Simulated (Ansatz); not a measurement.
# ScHg3: a short molecular-dynamics run

What does ScHg3 do over 60 steps of 2 fs under a Langevin thermostat and barostat at 300 K and 0 GPa? The cell is a randomly packed cell of 8 atoms, taken as it stands, without a relaxation.

All numbers below are computed with Ansatz 0.2.0 (DFT PBE, plane waves, PAW, scalar-relativistic, no spin polarisation).

## (1) Starting point

The cell holds 8 atoms (Hg6Sc2): a = 6.484 Å, b = 5.469 Å, c = 5.518 Å, α = 88.43°, β = 80.25°, γ = 72.22°.

Structure file:

```
Hg Sc
1.0
     5.80948    1.98869    2.08115
    -0.24196    5.41866    0.69875
    -0.70786   -0.58097    5.44152
Hg Sc
6 2
Cartesian
  2.5848 4.4194 5.9409
  3.6829 1.5963 5.0764
  0.0024 2.5153 2.2884
  0.4200 3.0953 5.0529
  4.5744 3.0358 7.2047
  0.6975 0.0975 3.1958
  4.0599 6.3547 2.9897
  2.6269 3.5388 3.1024
```

## (2) Molecular dynamics

input.yaml

```yaml
crystal:
  lattice:
    - [5.809484, 1.988691, 2.081147]
    - [-0.241962, 5.418655, 0.698754]
    - [-0.707861, -0.580973, 5.44152]
  atoms:
    - { symbol: Hg, position: [0.569384, 0.690815, 0.785296] }
    - { symbol: Hg, position: [0.716837, 0.100753, 0.645809] }
    - { symbol: Hg, position: [0.061228, 0.477723, 0.335787] }
    - { symbol: Hg, position: [0.19171, 0.584527, 0.780206] }
    - { symbol: Hg, position: [0.914556, 0.324591, 0.932568] }
    - { symbol: Hg, position: [0.183243, 0.006105, 0.51644] }
    - { symbol: Sc, position: [0.754328, 0.911329, 0.143899] }
    - { symbol: Sc, position: [0.510804, 0.498925, 0.310698] }
kpoints:
  mp_grid: { grid: [3, 3, 3] }
magnetization:
  spin_polarized: false
scf:
  occupations: { method: cold, width: 0.15 }
hamiltonian:
  pseudopotentials: { kind: paw }
  xc: pbe
basis:
  ecutwfc: 420
md:
  timestep: 2.0
  n_steps: 60
  ensemble: npt_langevin
  temperature: 300.0
  initial_velocities: maxwell_boltzmann
  seed: 665474
  pressure: 0.0
```

Run with:

```console
$ ansatz run input.yaml --threads 2 --pin off --max-ram 2560MiB --backend cpu --events-out ev --progress --plain --runs-dir out
```

Before running it: what results should come out? Wanted: temperature, first and last step; temperature, second half; potential energy, second half; largest change of the conserved energy; volume, first and last step; mean square displacement, second half.

**Answer**, as computed:

| quantity | value |
| --- | --- |
| length | 60 steps of 2 fs |
| temperature, first and last step | 262 and 510 K |
| temperature, second half | mean 353 K, from 294 to 510 K |
| potential energy, second half | -84 meV/atom from the start |
| largest change of the conserved energy | 0.34 meV/atom |
| volume, first and last step | 22.95 and 26.73 Å³/atom |
| mean square displacement, second half | Sc 0.210, Hg 0.012 Å² |

What this shows: Against a set 300 K the second half averages 353 K with a spread of 52 K (in equilibrium 8 atoms would scatter by about 87 K, over a far longer run). The conserved energy strays from its start by at most 0.34 meV/atom, 0.8 % of the mean kinetic energy, which is good for a step of 2 fs. Over the second half Sc atoms stand 0.5 Å (root mean square) from where they began, and the farthest move is 0.7 Å. The volume changes by +16.5 % from first to last step, and is still moving at the end, so it is no equilibrium value. 120 fs on 8 atoms is far too short and small for converged averages.
